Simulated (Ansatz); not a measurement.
# BrFHOSn radical: up Jacob's ladder to CCSD(T)

The task here is to estimate one member of a computed series from the others.

The runs use Ansatz 0.2.0, Gaussian basis; functionals in def2-TZVPP, the program's frozen cores in correlated methods.

Levels to be run: LDA (SPW92), PBE-D4, revPBE-D4, BLYP-D4, r2SCAN-D4, B97M-V, PBE0-D4, B3LYP-D4, r2SCANh-D4, r2SCAN0-D4, HSE06-D4, BHLYP-D4, CAM-B3LYP-D4, LC-ωPBE, ωB97X-V, ωB97M-V, B2PLYP, PBE-QIDH; CCSD(T)/def2-SVP; CCSD(T)/def2-TZVPP; MP2/def2-QZVPP; extrapolation to the limit; RPA on PBE.

## Structure used throughout

All runs share one geometry, relaxed beforehand with PBE0-D4 in a triple-zeta def2 set. Sn takes the def2 core potential; no spin-orbit term is included.

SMILES `[OH][Sn]([F])[Br]`, 5 atoms, charge 0, spin multiplicity 2.

Atoms are counted from 1 here; the program's logs count them from 0.

Bond lengths: O1–Sn2 1.960 Å, O1–H5 0.963 Å, Sn2–F3 1.915 Å, Sn2–Br4 2.501 Å. Angles: Sn2–O1–H5 113.2°, O1–Sn2–F3 101.2°, O1–Sn2–Br4 110.3°, F3–Sn2–Br4 107.8°.

The first run:

The input, in.yaml:

```yaml
crystal:
  periodic: [false, false, false]
  atoms:
    - {symbol: O, position_ang: [0.362022, 1.352936, 0.213061]}
    - {symbol: Sn, position_ang: [-0.203144, -0.490266, 0.565459]}
    - {symbol: F, position_ang: [1.486711, -1.353448, 0.823564]}
    - {symbol: Br, position_ang: [-1.260961, -1.479008, -1.473185]}
    - {symbol: H, position_ang: [-0.334726, 1.896086, -0.170300]}
basis:
  gaussian: {orbitals: def2-TZVPP}
magnetization: {spin_polarized: true, initial_magnetization: 1}
hamiltonian: {xc: lda}
output: {orbitals: {seedname: orbitals}}
```

Among the steps run: LDA; PBE-D4 (GGA); revPBE-D4 (GGA); BLYP-D4 (GGA); r2SCAN-D4 (meta-GGA); B97M-V (meta-GGA); PBE0-D4 (hybrid); B3LYP-D4 (hybrid); r2SCANh-D4 (hybrid); r2SCAN0-D4 (hybrid); HSE06-D4 (hybrid); BHLYP-D4 (hybrid); CAM-B3LYP-D4 (range-separated); LC-ωPBE-D4 (range-separated; the results give it without D4); ωB97X-V (range-separated); ωB97M-V (range-separated); B2PLYP (double hybrid); PBE-QIDH (double hybrid).

One of the session's tables, all rows but one given; the rest of the session is left out.

It belongs to the step «Frontier levels by functional». 

| functional | HOMO (eV) | LUMO (eV) | gap (eV) |
| --- | --- | --- | --- |
| LDA (SPW92) | -6.54 | -5.93 | 0.61 |
| PBE-D4 | -6.37 | -5.55 | 0.82 |
| revPBE-D4 | -6.31 | -5.41 | 0.90 |
| BLYP-D4 | -6.23 | -5.54 | 0.68 |
| r2SCAN-D4 | -6.79 | -5.37 | 1.42 |
| B97M-V | ? | ? | ? |
| PBE0-D4 | -7.59 | -4.78 | 2.80 |
| B3LYP-D4 | -7.35 | -5.14 | 2.21 |
| r2SCANh-D4 | -7.24 | -5.07 | 2.16 |
| r2SCAN0-D4 | -7.90 | -4.62 | 3.28 |
| HSE06-D4 | -7.20 | -5.15 | 2.05 |
| BHLYP-D4 | -8.64 | -4.04 | 4.60 |
| CAM-B3LYP-D4 | -8.84 | -3.94 | 4.89 |
| LC-ωPBE | -10.12 | -2.60 | 7.52 |
| ωB97X-V | -9.69 | -2.92 | 6.77 |
| ωB97M-V | -9.63 | -3.01 | 6.62 |

Estimate the missing values for B97M-V.

**Answer.** HOMO (eV): -6.57; LUMO (eV): -5.57; gap (eV): 0.99. In the column «HOMO (eV)» it lies between r2SCAN-D4 (-6.79) and LDA (SPW92) (-6.54).
